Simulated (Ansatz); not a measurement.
# VI: the cost of one run

Program: Ansatz 0.2.0. Level of theory: DFT r2SCAN, scalar-relativistic, plane waves, PAW. These are calculated values, not measurements.

The COD cell was measured well above room temperature, so it is larger than a cold one.

### Step 1. The starting structure

Symmetry: Fm-3m, No. 225, cubic system. The conventional cell has a = 6.083 Å, b = 6.083 Å, c = 6.083 Å, α = 90.00°, β = 90.00°, γ = 90.00°. Around V (site symmetry m-3m) lie 6 I at 3.04 Å. Around I (site symmetry m-3m) lie 6 V at 3.04 Å.

Coordinates:

```cif
data_structure
_symmetry_space_group_name_H-M 'Fm-3m'
_symmetry_Int_Tables_number 225
_cell_length_a 6.0826
_cell_length_b 6.0826
_cell_length_c 6.0826
_cell_angle_alpha 90.000
_cell_angle_beta 90.000
_cell_angle_gamma 90.000
_cell_volume 225.05
loop_
_atom_site_label
_atom_site_type_symbol
_atom_site_symmetry_multiplicity
_atom_site_Wyckoff_symbol
_atom_site_fract_x
_atom_site_fract_y
_atom_site_fract_z
_atom_site_occupancy
V1 V 4 a 0.00000 0.00000 0.00000 1
I1 I 4 b 0.50000 0.00000 0.00000 1
```

This is candidate A: rock salt type (Fm-3m, No. 225).

(A quick probe on a coarse mesh, which set the mesh and smearing, is not shown.)

### Step 3. The relaxation (candidate A)

File input.yaml:

```yaml
crystal:
  lattice:
    - [0.0, 3.0413055117, 3.0413055117]
    - [3.0413055117, 0.0, 3.0413055117]
    - [3.0413055117, 3.0413055117, 0.0]
  atoms:
    - { symbol: V, position: [0.0, 0.0, 0.0], spin: 3.71 }
    - { symbol: I, position: [0.5, 0.5, 0.5] }
basis:
  ecutwfc: 500
kpoints:
  mp_grid: { grid: [16, 16, 16] }
hamiltonian:
  xc: r2scan
scf:
  occupations: { method: gaussian, width: 0.1 }
output:
  forces: true
  stress: true
  eigenvalues: true
  populations: true
  write_density: true
  write_potential: true
  elf: true
  volumetric_format: npy
magnetization:
  spin_polarized: true
relax:
  adjacent_minimum: "off"
  f_tol: 0.01
  max_steps: 80
  cell: { stress_tol: 0.05 }
```

The run is started by

```bash
$ ansatz run input.yaml --threads 1 --pin off --max-ram 2560MiB --backend cpu --events-out ev --progress --plain --runs-dir out
```

**Question.** How long does this run take on 1 thread of Intel Xeon 6975P-C (Granite Rapids), shared host, and how much memory does it need?

About 1.9 min, with a peak of 0.84 GiB.
